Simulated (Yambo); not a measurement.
A run of Yambo 5.3.0:

optics6.in

```
optics
chi
Chimod= "IP"
% BndsRnXd
 1 | 23 |
%
% LongDrXd
 1 | 0 | 0 |
%
% QpntsRXd
 1 | 1 |
%
% EnRngeXd
 0 | 30 | eV
%
% DmRngeXd
 0.2 | 0.2 | eV
%
ETStpsXd= 200
Gauge= "velocity"
```

Contents of scf.in:

```
&CONTROL
  calculation = 'scf'
  prefix = 'pwscf'
  outdir = './tmp'
  pseudo_dir = './pseudo'
/
&SYSTEM
  ibrav = 0
  nat = 2
  ntyp = 2
  ecutwfc = 84
  nbnd = 14
  occupations = 'smearing'
  smearing = 'fd'
  degauss = 0.00367493
  force_symmorphic = .true.
/
&ELECTRONS
  conv_thr = 4d-10
  electron_maxstep = 120
  mixing_beta = 0.5
/
ATOMIC_SPECIES
Ti    47.8670 Ti.upf
Si    28.0850 Si.upf
CELL_PARAMETERS bohr
   3.4320790136   -4.0017293949    0.0000000000
   3.4320790136    4.0017293949    0.0000000000
   0.0000000000    0.0000000000    7.1883934562
ATOMIC_POSITIONS bohr
Ti     3.4320790136    0.0000000000    0.0000000000
Si     0.0000000000    0.0000000000    3.5941967281
K_POINTS automatic
14 14 12 0 0 0
```

The input nscf.in:

```
&CONTROL
  calculation = 'nscf'
  prefix = 'pwscf'
  outdir = './tmp'
  pseudo_dir = './pseudo'
/
&SYSTEM
  ibrav = 0
  nat = 2
  ntyp = 2
  ecutwfc = 84
  nbnd = 33
  occupations = 'smearing'
  smearing = 'fd'
  degauss = 0.00367493
  force_symmorphic = .true.
/
&ELECTRONS
  conv_thr = 1d-08
  diago_full_acc = .true.
  diago_thr_init = 1d-06
/
ATOMIC_SPECIES
Ti    47.8670 Ti.upf
Si    28.0850 Si.upf
CELL_PARAMETERS bohr
   3.4320790136   -4.0017293949    0.0000000000
   3.4320790136    4.0017293949    0.0000000000
   0.0000000000    0.0000000000    7.1883934562
ATOMIC_POSITIONS bohr
Ti     3.4320790136    0.0000000000    0.0000000000
Si     0.0000000000    0.0000000000    3.5941967281
K_POINTS automatic
14 14 12 0 0 0
```

Potentials or basis: PseudoDojo 0.4.1 SR PBEsol standard.

Run with:

```bash
$ OMP_NUM_THREADS=1 pw.x -in scf.in > scf.out
$ OMP_NUM_THREADS=1 pw.x -in nscf.in > nscf.out
$ cd tmp/pwscf.save; p2y; mv SAVE ../..; cd ../..
$ OMP_NUM_THREADS=1 yambo
$ OMP_NUM_THREADS=1 yambo -F optics6.in -J optics6 -C optics6_out
```

Hardware: 1 thread of Arm Neoverse V1 (shared host).

**Question.** Estimate the wall time of this run.

**Answer.** Wall time 5.1 min on 1 thread of Arm Neoverse V1 (shared host).
